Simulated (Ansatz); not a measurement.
# PbO: a single-point run

Wanted: a converged single-point run for PbO, and a check of what comes out. The structure is shown as the input types it. The cell is built on a prototype (CsCl type) and needn't be the phase found in nature.

Computed with Ansatz 0.2.0 (density functional or hybrid calculation with the settings of its input, plane waves (as first typed), unless a step's input says otherwise).

**1. Starting point**

It takes space group Pm-3m (No. 221, cubic). Conventional cell: a = 3.179 Å, b = 3.179 Å, c = 3.179 Å, α = 90.00°, β = 90.00°, γ = 90.00°. Pb (site symmetry m-3m) is surrounded by 8 O at 2.75 Å. O (site symmetry m-3m) has 8 Pb at 2.75 Å as nearest neighbours.

Coordinates:

```
CELL_PARAMETERS angstrom
3.17937 0.00000 0.00000
0.00000 3.17937 0.00000
0.00000 0.00000 3.17937
ATOMIC_POSITIONS crystal
Pb 0.00000 0.00000 0.00000
O 0.50000 0.50000 0.50000
```

**2. Input and run**

The input, input.yaml:

```yaml
crystal:
  lattice:
    - [3.1793716482, 0.0, 0.0]
    - [0.0, 3.1793716482, 0.0]
    - [0.0, 0.0, 3.1793716482]
  atoms:
    - { symbol: Pb, position: [0.0, 0.0, 0.0] }
    - { symbol: O, position: [0.5, 0.5, 0.5] }
kpoints:
  mp_grid: { grid: [6, 6, 6] }
hamiltonian:
  xc: pbesol
scf:
  occupations: { method: fixed }
  n_extra_bands: 4
  max_iter: 97
output:
  forces: true
  stress: true
  eigenvalues: true
basis:
  ecutwfc: 160
```

Command:

```console
> ansatz run input.yaml --threads 4 --pin off --max-ram 3686MiB --backend cpu --events-out ev --progress --plain --runs-dir out
```

**Question.** How will this run end, and is anything wrong with its input?

The run converged and reported no error, with warnings (cutoff below recommended, metallic iterate). It gives a pressure of -28 GPa, which is large.

In the input, basis.ecutwfc is 160. The basis cutoff is far too low: the plane waves can't represent the orbitals near the cores. The potentials' recommended cutoff is 420 eV.

Run again and compare: delete basis.ecutwfc (the default then holds).
